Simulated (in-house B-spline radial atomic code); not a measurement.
**Bi⁷⁶⁺: RPA and G0W0 on different mean-field starts**

G0W0 and RPA are one-shot methods. How much does the choice of start matter for Bi⁷⁶⁺?

Method: RPA, second order, AC-SOSEX and G0W0 (contour deformation) on a scalar-relativistic mean field, all electrons; no spin-orbit coupling, Breit or QED terms, no two-electron picture change. Code: an in-house B-spline radial atomic code, version 1.

**1. The atom as given**

| Property | Result |
| --- | --- |
| element | bismuth (Z = 83) |
| charge | +76 |
| electrons | 7 |
| configuration | [He] 2s2 2p3 |
| Hamiltonian | scalar-relativistic (spin-free one-electron X2C), finite nucleus |
| starts | Hartree-Fock, PBE, PBEsol, B3LYP |

The outer shells:

Bi76+
```
[He] core
2s [↑↓]
2p [↑ ][↑ ][↑ ]
```

**2. Run with the Hartree-Fock start**

Settings of the run:

```ini
Z = 83
electrons = 7.0
configuration = [He] 2s2 2p3
hamiltonian = x2c
method = hf
lmax = 9
rms_radius = 5.5211
spin_polarised = True
box_radius = 1.54
intervals = 59
```

Launch:

```bash
$ python run_gw.py task.json out
```

One command runs all members of the session, one after another, from task.json.

From the run's result record (rounded, not every field):

```text
{
  "status": "converged",
  "energies [hartree]": {
    "mean_field": -11958.19779,
    "exx_total": -11958.19779,
    "exchange": -125.9487389,
    "rpa": -0.54963574,
    "rpa_summed": -0.54757448,
    "direct_second_order": -0.55760427,
    "second_order_exchange": 0.26672269,
    "sosex": 0.26293255
  },
  "rpa_by_multipole [hartree]": [-0.14024, -0.294975, -0.0620784, -0.028583, -0.0108271, -0.00510042, -0.00274368, -0.0016098, -0.00100049, -0.00038714, -2.97234e-05],
  "polarisability [bohr^3: independent particles, RPA]": [3.89164e-05, 3.65482e-05],
  "gap [hartree]": 91.00746,
  "levels [hartree]": [
    {"name": "2p up", "occ": 1, "e": -813.1452, "sx": -22.88378, "vxc": -22.88378, "sc": 0.0646523, "z": 0.9994794, "qp": -813.0813, "tail": -0.0007055695},
    {"name": "2s down", "occ": 1, "e": -885.3976, "sx": -17.32182, "vxc": -17.32182, "sc": -0.1820274, "z": 0.9991428, "qp": -885.5803, "tail": -0.0006069885},
    {"name": "2s up", "occ": 1, "e": -893.6335, "sx": -25.63236, "vxc": -25.63236, "sc": 1.518611, "z": 0.9108458, "qp": -892.1154, "tail": -0.0005109326},
    {"name": "1s down", "occ": 1, "e": -3664.239, "sx": -68.1324, "vxc": -68.1324, "sc": 0.6700982, "z": 0.998863, "qp": -3663.569, "tail": -0.0004332424},
    {"name": "2p down", "occ": 0, "e": -794.3902, "sx": -4.072882, "vxc": -4.072882, "sc": -0.1722146, "z": 0.9995065, "qp": -794.5631, "tail": -0.0007040322}
  ]
}
```

It took 1 s on 1 thread, shared host.

In the record, exx_total is the Hartree-Fock functional on the start's orbitals, rpa_summed the RPA energy up to lmax and rpa the same with the tail beyond it, gap the smallest same-spin excitation energy of the start. For a level, e is the start's value, sx and sc the exchange and correlation self-energies, vxc the start's own term, z the quasi-particle weight, and qp = e + sx − vxc + sc + tail. Deeper levels of weight under 0.85 meet poles of the self-energy and are not shown.

Highest level 2p↑: -22126.81 eV in the start, -22125.07 eV after G0W0, weight 1.00.

The largest part of the RPA energy comes from multipole 1 (54 % of the sum).

**3. Run with the PBE start**

The settings differ from step 2 so:

```diff
@@ -4,3 +4,3 @@
 hamiltonian = x2c
-method = hf
+method = pbe,pbe
 lmax = 9
```

Result record:

```text
{
  "status": "converged",
  "energies [hartree]": {
    "mean_field": -11959.67823,
    "exx_total": -11958.18472,
    "exchange": -125.9350524,
    "rpa": -0.564596,
    "rpa_summed": -0.56253254,
    "direct_second_order": -0.57362826,
    "second_order_exchange": 0.27810357,
    "sosex": 0.27359385
  },
  "rpa_by_multipole [hartree]": [-0.14236, -0.306917, -0.062678, -0.0288044, -0.0108767, -0.00511581, -0.00274947, -0.00161228, -0.00100165, -0.000387464, -2.97528e-05],
  "polarisability [bohr^3: independent particles, RPA]": [4.28937e-05, 3.99631e-05],
  "gap [hartree]": 79.15141,
  "levels [hartree]": [
    {"name": "2p up", "occ": 1, "e": -805.7139, "sx": -22.88257, "vxc": -15.44836, "sc": 0.07331128, "z": 0.9993941, "qp": -813.0755, "tail": -0.0007073428},
    {"name": "2s down", "occ": 1, "e": -880.2313, "sx": -17.35739, "vxc": -12.184, "sc": -0.1935304, "z": 0.9989891, "qp": -885.5988, "tail": -0.0006081856},
    {"name": "1s down", "occ": 1, "e": -3639.282, "sx": -68.09554, "vxc": -43.1552, "sc": 0.7153724, "z": 0.998733, "qp": -3663.508, "tail": -0.0004365727},
    {"name": "2p down", "occ": 0, "e": -801.0799, "sx": -4.089228, "vxc": -10.78882, "sc": -0.1751168, "z": 0.9994445, "qp": -794.5561, "tail": -0.0007070184}
  ]
}
```

It took 1 s on 1 thread, shared host.

Highest level 2p↑: -21924.59 eV in the start, -22124.91 eV after G0W0, weight 1.00.

**4. Run with the PBEsol start**

The settings differ from step 3 so:

```diff
@@ -4,3 +4,3 @@
 hamiltonian = x2c
-method = pbe,pbe
+method = pbesol
 lmax = 9
```

Result record:

```text
{
  "status": "converged",
  "energies [hartree]": {
    "mean_field": -11955.00535,
    "exx_total": -11958.1869,
    "exchange": -125.9023032,
    "rpa": -0.56453507,
    "rpa_summed": -0.56247155,
    "direct_second_order": -0.57356995,
    "second_order_exchange": 0.27808575,
    "sosex": 0.27357397
  },
  "rpa_by_multipole [hartree]": [-0.142289, -0.306926, -0.0626784, -0.0288048, -0.0108768, -0.00511579, -0.00274945, -0.00161228, -0.00100167, -0.000387484, -2.97524e-05],
  "polarisability [bohr^3: independent particles, RPA]": [4.29289e-05, 3.99942e-05],
  "gap [hartree]": 79.09635,
  "levels [hartree]": [
    {"name": "2p up", "occ": 1, "e": -805.5656, "sx": -22.88084, "vxc": -15.29238, "sc": 0.07341781, "z": 0.9993928, "qp": -813.0814, "tail": -0.0007073447},
    {"name": "2s down", "occ": 1, "e": -879.9148, "sx": -17.35204, "vxc": -11.85642, "sc": -0.1932887, "z": 0.9989914, "qp": -885.6044, "tail": -0.0006081821},
    {"name": "1s down", "occ": 1, "e": -3637.78, "sx": -68.07287, "vxc": -41.60379, "sc": 0.7168791, "z": 0.9987274, "qp": -3663.533, "tail": -0.0004366234},
    {"name": "2p down", "occ": 0, "e": -800.8185, "sx": -4.088429, "vxc": -10.51862, "sc": -0.1748788, "z": 0.9994438, "qp": -794.5639, "tail": -0.0007070135}
  ]
}
```

It took 1 s on 1 thread, shared host.

G0W0 moves 2p↑ down by 205 eV, to -22125.07 eV.

**5. Run with the B3LYP start**

The settings differ from step 4 so:

```diff
@@ -4,3 +4,3 @@
 hamiltonian = x2c
-method = pbesol
+method = b3lyp
 lmax = 9
```

Result record:

```text
{
  "status": "converged",
  "energies [hartree]": {
    "mean_field": -11959.31061,
    "exx_total": -11958.18984,
    "exchange": -125.9360843,
    "rpa": -0.56139816,
    "rpa_summed": -0.55933507,
    "direct_second_order": -0.57019002,
    "second_order_exchange": 0.27561224,
    "sosex": 0.27126824
  },
  "rpa_by_multipole [hartree]": [-0.141919, -0.304338, -0.0625587, -0.0287603, -0.010867, -0.00511285, -0.00274839, -0.00161183, -0.00100145, -0.000387416, -2.97471e-05],
  "polarisability [bohr^3: independent particles, RPA]": [4.20072e-05, 3.92065e-05],
  "gap [hartree]": 81.52296,
  "levels [hartree]": [
    {"name": "2p up", "occ": 1, "e": -807.2435, "sx": -22.88381, "vxc": -16.98029, "sc": 0.07141355, "z": 0.9994135, "qp": -813.0764, "tail": -0.0007069836},
    {"name": "2s down", "occ": 1, "e": -881.3014, "sx": -17.35044, "vxc": -13.24911, "sc": -0.1911075, "z": 0.9990232, "qp": -885.5945, "tail": -0.0006079589},
    {"name": "1s down", "occ": 1, "e": -3644.214, "sx": -68.10054, "vxc": -48.08864, "sc": 0.7059044, "z": 0.9987622, "qp": -3663.521, "tail": -0.0004358919},
    {"name": "2p down", "occ": 0, "e": -799.7785, "sx": -4.086113, "vxc": -9.480695, "sc": -0.1745484, "z": 0.9994582, "qp": -794.5592, "tail": -0.0007064351}
  ]
}
```

Wall time 1.1 s (1 thread, shared host).

Highest level 2p↑: -21966.22 eV in the start, -22124.94 eV after G0W0, weight 1.00.

**6. Comparison**

| start | level | mean field (eV) | G0W0 (eV) | weight | RPA (hartree) | RPA+SOSEX (hartree) | α, direct RPA (bohr³) | time | miss (eV) |
| --- | --- | --- | --- | --- | --- | --- | --- | --- | --- |
| Hartree-Fock | 2p↑ | -22126.81 | -22125.07 | 0.999 | -0.54964 | -0.28670 | 3.655e-05 | 1 s | +825 |
| PBE | 2p↑ | -21924.59 | -22124.91 | 0.999 | -0.56460 | -0.29100 | 3.996e-05 | 1 s | +825 |
| PBEsol | 2p↑ | -21920.56 | -22125.07 | 0.999 | -0.56454 | -0.29096 | 3.999e-05 | 1 s | +825 |
| B3LYP | 2p↑ | -21966.22 | -22124.94 | 0.999 | -0.56140 | -0.29013 | 3.921e-05 | 1.1 s | +825 |

The miss is the G0W0 removal energy (the level with its sign changed) less the tabulated theoretical ionisation energy, 21300 ± 110 eV. Times are single runs on a shared host.

**7. What came out**

```
                                          quantity                                                               value
   highest level, mean field (range over the runs)                                           -22126.81 to -21920.56 eV
         highest level, G0W0 (range over the runs)                                           -22125.07 to -22124.91 eV
                            RPA correlation energy                                          -0.5646 to -0.5496 hartree
                                         RPA+SOSEX                                          -0.2910 to -0.2867 hartree
tabulated theoretical ionisation energy (2p shell)  21300 ± 110 eV (NIST Atomic Spectra Database, ionization energies)
               G0W0 removal energy less that value                                                             +825 eV
```

**Reading.** G0W0 turns a spread of 206 eV among the starts into one of 0.16 eV, 0.077 % of it. Starts without exact exchange bind the level too weakly, through self-interaction, and G0W0 pulls it down by 200 to 205 eV. The RPA energy is largest in size on PBE and smallest on Hartree-Fock, 2.6 % apart. The tabulated theoretical ionisation energy is 21300 ± 110 eV. G0W0 is off by about +825 eV (+3.9 %) in every run shown, whatever the start. Spin-orbit coupling is left out: in so heavy and highly charged an ion the half-filled shell is really jj-coupled, so the high-spin state computed here is a model and the comparison is rough. Read as a removal energy, the bare PBE level is off by +625 eV (+2.9 %) and the nearest bare level, PBEsol's, by +621 eV, nearer than G0W0, but by cancellation: self-interaction lowers its value while this Hamiltonian leaves the G0W0 value too high. Spin-orbit coupling, which splits the 2p shell strongly in so heavy an element, is left out.
